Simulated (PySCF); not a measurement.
# BrClFGeH: the cost of one run

The runs use PySCF 2.14.0, with density-fitted response routines of our own; the level of theory stands in each step. All values are computed, except where a source is named. Atoms are numbered from 0 throughout.

## 1. Starting geometry

5 atoms, charge 0, multiplicity 1; geometry from: GFN2-xTB. The atoms were then displaced at random by about 0.01 Å, so the start is not that level's minimum.

Bonds of the start (Å): F0–Ge1 1.73, Ge1–Cl2 2.10, Ge1–Br3 2.30, Ge1–H4 1.50.

## 2. Geometry optimisation at PBE0-D3(BJ)/def2-SVP

What the job is given:

```
{"job": {"xc": "PBE0", "basis": "def2-SVP", "d3": "d3bj", "grid": 1, "shake": 0.01, "kind": "geom"}, "charge": 0, "multiplicity": 1}
F     -0.153100     1.306540    -1.060040
Ge    -0.080740     0.033010     0.113460
Cl    -1.546560    -1.366590    -0.417360
Br     2.065610    -0.784150    -0.079100
H     -0.251640     0.777220     1.405140
```

On the command line:

```console
$ OMP_NUM_THREADS=1 python probes_run.py task.json out
```

One launch serves the whole session: the jobs run in the order shown.

Q: Estimate the wall time and peak memory of this first job on 1 thread of Arm Neoverse N1, shared host.

About 56 s, with a peak of 0.42 GiB.
